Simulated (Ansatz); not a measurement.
# GeH6OSSi: one species, many methods

Aim: compute GeH6OSSi with functionals from several rungs and with coupled cluster, and see how far each lands from CCSD(T) at the basis-set limit for the atomisation energy.

Computed with Ansatz 0.2.0, Gaussian basis. Level: functionals in def2-TZVPP, the program's frozen cores in correlated methods.

Levels to be run: PBE-D4, r2SCAN-D4, PBE0-D4, B3LYP-D4, ωB97X-V, ωB97M-V, B2PLYP; CCSD(T)/def2-TZVPP; MP2/def2-QZVPP; extrapolation to the limit.

### 1 Structure used throughout

All runs share one geometry, relaxed beforehand with PBE0-D4 in a triple-zeta def2 set.

SMILES `[OH][GeH2][SiH2]S`, 10 atoms, charge 0, spin multiplicity 1.

Atoms are counted from 1 here; the program's logs count them from 0.

Bond lengths: O1–Ge2 1.798 Å, O1–H5 0.959 Å, Ge2–Si3 2.382 Å, Ge2–H6 1.544 Å, Ge2–H7 1.544 Å, Si3–S4 2.136 Å, Si3–H8 1.487 Å, Si3–H9 1.485 Å, S4–H10 1.348 Å. Angles: Ge2–O1–H5 113.4°, O1–Ge2–Si3 100.0°, O1–Ge2–H6 108.9°, O1–Ge2–H7 108.8°, Si3–Ge2–H6 115.8°, Si3–Ge2–H7 114.0°, H6–Ge2–H7 108.8°, Ge2–Si3–S4 105.3°, Ge2–Si3–H8 110.3°, Ge2–Si3–H9 112.0°, S4–Si3–H8 113.0°, S4–Si3–H9 107.9°, H8–Si3–H9 108.3°, Si3–S4–H10 92.6°.

### 2 PBE-D4 (GGA)

in.yaml

```yaml
crystal:
  periodic: [false, false, false]
  atoms:
    - {symbol: O, position_ang: [-1.382656, 0.482731, 1.062156]}
    - {symbol: Ge, position_ang: [-0.372108, 1.046956, -0.313678]}
    - {symbol: Si, position_ang: [0.884965, -0.929563, -0.743690]}
    - {symbol: S, position_ang: [1.247587, -1.795499, 1.174583]}
    - {symbol: H, position_ang: [-1.887490, 1.185210, 1.476773]}
    - {symbol: H, position_ang: [-1.300302, 1.514321, -1.456101]}
    - {symbol: H, position_ang: [0.480974, 2.245449, 0.154482]}
    - {symbol: H, position_ang: [0.133105, -1.832585, -1.655623]}
    - {symbol: H, position_ang: [2.199467, -0.628840, -1.365487]}
    - {symbol: H, position_ang: [0.079658, -1.339382, 1.669485]}
basis:
  gaussian: {orbitals: def2-TZVPP}
hamiltonian: {xc: pbe, dispersion: d4}
output: {forces: true, orbitals: {seedname: orbitals}}
```

Command:

```
> ansatz run in.yaml --threads 4 --pin off --events-out ev --progress --plain --max-ram 10444MiB
```

Further steps of the session: r2SCAN-D4 (meta-GGA); PBE0-D4 (hybrid); B3LYP-D4 (hybrid); ωB97X-V (range-separated); ωB97M-V (range-separated); B2PLYP (double hybrid); CCSD(T) in def2-TZVPP; MP2 in def2-QZVPP.

Q: Predict the results of all the runs planned. Wanted: atomisation energy, CCSD(T)/CBS; farthest; mean size of error, hybrid; mean size of error, range-separated; gap, smallest and largest; T1 diagnostic; triples share of the correlation energy.

**Answer**, as computed:

| quantity | value |
| --- | --- |
| atomisation energy, CCSD(T)/CBS | 3011.6 kJ/mol |
| functionals within 30.1 kJ/mol (1.0 %) | PBE-D4, r2SCAN-D4, ωB97X-V, ωB97M-V |
| farthest | B2PLYP (-72.4 kJ/mol) |
| mean size of error, hybrid | 47.8 kJ/mol |
| mean size of error, range-separated | 14.2 kJ/mol |
| gap, smallest and largest | 4.56 eV (PBE-D4), 10.89 eV (ωB97X-V) |
| T1 diagnostic | 0.0120 |
| triples share of the correlation energy | 3.7 % |

In words: PBE-D4 misses by -18.4 kJ/mol. Double hybrids carry the basis error of their MP2 part in triple zeta, and no dispersion term here, so their miss is partly the set-up's. The reference freezes the cores and leaves out relativity and excitations past (T), and its outer-core shells are covered unevenly, so misses under about 30.1 kJ/mol can't be ranked. Hartree-Fock recovers 70 % of the binding; the rest is correlation. The gap grows from 4.6 to 10.9 eV across the functionals, mostly with the share of exact exchange. Correlated methods include outer-core shells of Ge, which these sets cover unevenly.
